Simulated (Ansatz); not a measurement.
Working through a single point in a Gaussian basis of ClFH2NNbO, SMILES [NH2][Nb](=[O])([F])[Cl]

Computed with Ansatz 0.2.0, Python API.

The cells in order, each with its output:

In [1]:
```python
from dataclasses import dataclass
from pathlib import Path
import json

import ansatz as az
```

In [2]:
```python
@dataclass(frozen=True)
class Settings:
    basis: str = "def2-SVP"
    xc: str = "hf"


settings = Settings()
```

In [3]:
```python
system = (
    az.Crystal.molecule()
    .atom("N", (-0.7667, 0.7511, 0.8837))
    .atom("Nb", (0.4289, -0.5772, -0.1502))
    .atom("O", (1.987, -0.7056, 0.7024))
    .atom("F", (-0.3696, -2.3424, -0.2065))
    .atom("Cl", (0.806, 0.1965, -2.4055))
    .atom("H", (-1.7003, 0.8782, 0.3199))
    .atom("H", (-0.324, 1.7314, 0.8106))
)
```

In [4]:
```python
base = (
    system.calculation()
    .basis(gaussian=settings.basis)
    .functional(settings.xc)
    .orbitals()
)
result = base.run(runs_dir="out")
rep = result.report
```

In [5]:
```python
sorted(key for key in rep if key.endswith("_ev"))
```
Out [5]:
```text
['free_energy_ev', 'reference_energy_ev']
```

In [6]:
```python
for key in ("converged", "free_energy_ev", "reference_energy_ev", "n_frozen", "n_occupied", "n_virtual"):
    print(f"{key:22s} {rep[key]}")
```
```text
converged              True
free_energy_ev         -20288.948905683217
reference_energy_ev    -20288.948905683217
n_frozen               0
n_occupied             [28, 28]
n_virtual              [73, 73]
```

In [7]:
```python
state = rep["mean_field"]["state"]
print(f"mean field: {state['energy']['hartree']:.7f} Ha, <S^2> = {abs(state['spin_squared']):.4f}, stability: {state.get('stability', {}).get('kind')}")
```
```text
mean field: -745.6051199 Ha, <S^2> = 0.0000, stability: minimum
```

In [8]:
```python
lines = Path(rep["orbitals_path"]).read_text().splitlines()
field_of = lambda key: [line.split("=")[1].strip() for line in lines if line.startswith(key)]
orbitals = [(27.211386 * float(e), s, float(n)) for e, s, n in zip(field_of("Ene="), field_of("Spin="), field_of("Occup="))]
homo = max(e for e, _, n in orbitals if n > 0.5)
lumo = min(e for e, _, n in orbitals if n < 0.5)
for e, spin, n in sorted(orbitals):
    if homo - 15 < e < lumo + 5:
        print(f"{spin:6s} {e:10.3f} eV  occupation {n:.0f}")
with open("clfh2nnbo.json", "w") as handle:
    json.dump({k: rep[k] for k in ("free_energy_ev", "reference_energy_ev", "n_occupied", "n_virtual")}, handle, indent=1)
```
```text
Alpha     -18.659 eV  occupation 2
Alpha     -18.160 eV  occupation 2
Alpha     -17.995 eV  occupation 2
Alpha     -17.711 eV  occupation 2
Alpha     -15.995 eV  occupation 2
Alpha     -14.965 eV  occupation 2
Alpha     -14.908 eV  occupation 2
Alpha     -14.320 eV  occupation 2
Alpha     -14.060 eV  occupation 2
Alpha     -13.291 eV  occupation 2
Alpha     -13.021 eV  occupation 2
Alpha     -12.491 eV  occupation 2
Alpha       0.336 eV  occupation 0
Alpha       0.452 eV  occupation 0
Alpha       1.389 eV  occupation 0
Alpha       1.600 eV  occupation 0
Alpha       2.015 eV  occupation 0
Alpha       2.331 eV  occupation 0
Alpha       3.003 eV  occupation 0
Alpha       3.221 eV  occupation 0
Alpha       3.470 eV  occupation 0
```

`clfh2nnbo.json`, as written:
```json
{
 "free_energy_ev": -20288.948905683217,
 "reference_energy_ev": -20288.948905683217,
 "n_occupied": [
  28,
  28
 ],
 "n_virtual": [
  73,
  73
 ]
}
```

Total energies depend on the basis set; only differences at equal settings carry meaning. The geometry is a force-field or estimated start, not a minimum of this method, and the basis set is short of its limit. def2 sets replace the cores of elements past krypton by effective core potentials. Alpha marks a spatial orbital of a restricted run, filled by both spins. Levels such as HOMO and LUMO are orbital energies: in Hartree-Fock the gap is too wide and the LUMO hangs on the basis. The whole script took 1.3 s on 1 thread of AMD EPYC 9R45 96-Core Processor (Zen 5), on a shared host, peak memory 0.24 GiB.

(Lines on the test bed's own set-up are left out of the output.)
